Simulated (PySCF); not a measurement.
# PdOCl2: relaxation and vibrations of the triplet

Aim: relax PdOCl2 as a triplet from a trigonal pyramidal start, check by its vibrations whether the end is a minimum, and collect its spectrum and constants.

Computed with PySCF 2.14.0. Level: B3LYP, basis Pd def2-SVP with ECP28, O def2-SVP, Cl def2-SVP, scalar-relativistic core potentials, no spin–orbit coupling, density fitting.

**1. The starting structure**

4 atoms, charge 0, spin multiplicity 3.

Bond lengths: Pd1–O2 1.740 Å, Pd1–Cl3 2.190 Å, Pd1–Cl4 2.190 Å. Angles: O2–Pd1–Cl3 99.8°, O2–Pd1–Cl4 99.8°, Cl3–Pd1–Cl4 99.8°.

```xyz
4
charge 0 multiplicity 3
Pd   -0.1122   -0.1943   -0.4429
O    -0.8803   -1.5249    0.3740
Cl    1.8215   -0.1943    0.5852
Cl   -1.0790    1.4803    0.5852
```

**2. Trigonal pyramidal start, triplet: relaxation**

The steps below are one call of a driver around PySCF. For each, scf.py gives the equivalent set-up of the SCF; relaxations use the driver's own optimiser. Before each start the driver seeks the lowest SCF state from one or more starting densities and follows internal instabilities, so scf.py alone need not reach the same state.

The program finds Cs symmetry in the start, which this walk keeps.

The input, scf.py:

```python
from pyscf import gto, scf, dft
mol = gto.M(atom='''
Pd    -0.112189    -0.194327    -0.442926
O     -0.880340    -1.524855     0.373974
Cl     1.821483    -0.194278     0.585177
Cl    -1.079045     1.480274     0.585171''',
    basis={'Pd': 'def2-SVP', 'O': 'def2-SVP', 'Cl': 'def2-SVP'},
    ecp={'Pd': 'def2-SVP'},
    charge=0, spin=2)
mf = dft.UKS(mol, xc='B3LYP')
mf.grids.atom_grid = (50, 194)
aux = {'Pd': 'def2-universal-JKFIT', 'O': 'def2-universal-JKFIT', 'Cl': 'def2-universal-JKFIT'}
mf = mf.density_fit(auxbasis=aux)
mf.kernel()
```

The runs that follow: Vibrations and properties at this point.

What does the calculation give? Wanted: minimum; geometry; wavenumbers; dipole moment; highest occupied, lowest empty level; polar-tensor charge of Pd1; zero-point energy; atomisation energy; ⟨S²⟩.

The runs gave:

```
                                          quantity                                                                   value
                                           minimum                                                            triplet, C2v
                                          geometry  Pd–Cl 2.264 Å (×2), Pd–O 1.746 Å; Cl–Pd–Cl 145.2°, Cl–Pd–O 107.4° (×2)
                                wavenumbers (cm⁻¹)               95 (a1), 147 (b2), 160 (b1), 338 (a1), 393 (b2), 751 (a1)
                                     dipole moment                                                                  0.10 D
highest occupied, lowest empty level (either spin)                                                         -8.28, -5.86 eV
                        polar-tensor charge of Pd1                                                                 +0.89 e
                                 zero-point energy                                                             11.3 kJ/mol
                               entropy at 298.15 K                                                         340.7 J/(mol K)
         atomisation energy (no zero-point energy)                                                              690 kJ/mol
                                              ⟨S²⟩                                                                   2.021
```

From Cs at the start the molecule goes to a C2v minimum. The strongest infrared band lies at 393 cm⁻¹ (b2, stretch). Most of the spin sits on O2 (Mulliken spin 1.18, against 2 for the whole molecule). Other starts or spin states, not run here, may lie lower. One determinant may miss the lowest occupation of an open d or f shell.
